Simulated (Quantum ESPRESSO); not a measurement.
SiTe2 under changes of volume

One of the cells (29.516 Å³/atom); the others are scaled copies at fixed shape and fractional positions:

```xyz
3
Lattice="3.8005 0.0000 0.0000 -1.9002 3.2913 0.0000 0.0000 0.0000 7.0791" Properties=species:S:1:pos:R:3 pbc="T T T"
Te    1.9002    1.0971    1.6041
Te    0.0000    2.1942    5.4750
Si    0.0000    0.0000    0.0000
```

The cell comes from a database or a generator and needn't be the stable form of this composition.

| Item | Value |
| --- | --- |
| Program | Quantum ESPRESSO 7.5 |
| Functional | r2SCAN |
| Potentials or basis | SG15 PBE 1.2 |
| Cutoff | 952 eV |
| Density cutoff | 3810 eV |
| k mesh | 6 × 6 × 3 |
| Occupations | fermi-dirac, width 0.05 eV |
| Spin | no spin polarisation |

```csv
volume (Å³/atom),energy over the lowest point (meV/atom),pressure (GPa)
27.745,?,?
28.336,8.33,2.4
28.926,1.85,1.1
29.516,0.00,-0.1
30.107,2.29,-1.1
30.697,8.29,-2.1
31.287,17.59,-2.9
```

Q: What does the run at 27.745 Å³/atom give?

A: Energy over the lowest point 19.97 meV/atom; pressure 3.9 GPa.

Worked out: A Birch-Murnaghan fit of order 3 (a polynomial in V^(-2/3)) to the other rows has its minimum at 29.47 Å³/atom with B0 = V·E''(V) = 57 GPa and B' = 4.6 at fixed shape and positions, which overstates the stiffness. It gives 20.02 meV/atom at 27.745 Å³/atom, against the run's 19.97, and -dE/dV = 3.9 GPa, against 3.9.

Energies are extrapolated to zero smearing.

Caveats: the potentials were made for another functional, which shifts forces and pressure.
